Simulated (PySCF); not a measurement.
# SnH2F (SMILES [F][SnH2]): UPBE/STO-6G

What is the vertical ionisation energy of SnH2F at UPBE/STO-6G? The job is set up through a Python script.

The results are computed with PySCF 2.14.0.

4 further runs of the same task are left out: 4 set aside as unsound or not needed.

## 1. The molecule

SnH2F: 4 atoms, total charge 0, spin state doublet. SMILES: `[F][SnH2]`. The coordinates come from a PBE0-D4/def2-TZVP relaxation.

Bond lengths: F1–Sn2 1.932 Å, Sn2–H3 1.726 Å, Sn2–H4 1.726 Å. Angles: F1–Sn2–H3 103.3°, F1–Sn2–H4 103.3°, H3–Sn2–H4 113.3°.

## 2. The energy at UPBE/STO-6G

input.py

```python
from pyscf import gto, dft

system = gto.Mole()
system.atom = '''
F     -1.552600    -0.190000     0.640700
Sn     0.028300    -0.242200    -0.468300
H      1.184100    -1.054400     0.524100
H      0.395700     1.426200    -0.716700
'''
system.spin = 1
system.verbose = 3
system.basis = 'sto-6g'
system.max_memory = 1860
system.build()

mf = dft.UKS(system, xc='pbe')
mf.conv_tol = 1e-10
mf.grids.level = 5
mf.kernel()
if not mf.converged:
    mf = mf.newton().run(mf.mo_coeff, mf.mo_occ)

energy = mf.e_tot
print('E(%s) = %.9f' % ('PBE', energy))
```

Command:

```sh
$ OMP_NUM_THREADS=1 python input.py
```

The program printed:

```text
WARN: HOMO -0.472872394777521 >= LUMO -0.472872394777528

converged SCF energy = -6096.29290849321  <S^2> = 0.75044589  2S+1 = 2.0004458
E(PBE) = -6096.292908493
```

Run time: 14 s. Hardware: 1 thread of Arm Neoverse N1, shared host; peak memory 0.27 GiB.

## 3. The singlet cation at the same level

calc.py

```python
from pyscf import gto, dft

system = gto.Mole()
system.atom = '''
F   -1.552600  -0.190000   0.640700
Sn   0.028300  -0.242200  -0.468300
H    1.184100  -1.054400   0.524100
H    0.395700   1.426200  -0.716700
'''
system.basis = 'sto-6g'
system.charge = 1
system.max_memory = 1860
system.verbose = 3
system.build()

mf = dft.RKS(system, xc='pbe')
mf.conv_tol = 1e-10
mf.grids.level = 5
mf.kernel()
if not mf.converged:
    mf = mf.newton().run(mf.mo_coeff, mf.mo_occ)

e_tot = mf.e_tot
print('E(%s) = %.9f' % ('PBE', e_tot))
```

Command:

```sh
$ OMP_NUM_THREADS=1 python calc.py
```

The program printed:

```text
converged SCF energy = -6096.08412930265
E(PBE) = -6096.084129303
```

It took 9.6 s on 1 thread of Arm Neoverse N1, shared host; peak memory 0.26 GiB.

## 4. Outcome

At UPBE/STO-6G:

```
                                          quantity           value
                       doublet SnH2F: total energy  -6096.29291 Eh
                      doublet SnH2F: dipole moment          0.54 D
 doublet SnH2F: HOMO energy (highest over α and β)        -1.59 eV
  doublet SnH2F: LUMO energy (lowest over α and β)        -0.33 eV
                               doublet SnH2F: ⟨S²⟩           0.750
                      singlet cation: total energy  -6096.08413 Eh
                       singlet cation: HOMO energy       -11.33 eV
                       singlet cation: LUMO energy        -9.62 eV
                     singlet cation: HOMO–LUMO gap         1.71 eV
vertical ionisation energy (to the singlet cation)        5.681 eV
```

Removing an electron at fixed nuclei costs 5.68 eV (548 kJ/mol). Only the singlet of the ionised species was computed; a triplet could lie lower. In a minimal basis such a difference can be off by several eV, whatever the method. Mulliken charges (doublet SnH2F) run from -0.19 on F1 to +0.46 on Sn2; they depend strongly on the basis. Relativity is left out (doublet SnH2F) although the molecule holds a heavy atom. Mulliken charges (singlet cation) run from -0.04 on F1 to +1.07 on Sn2.
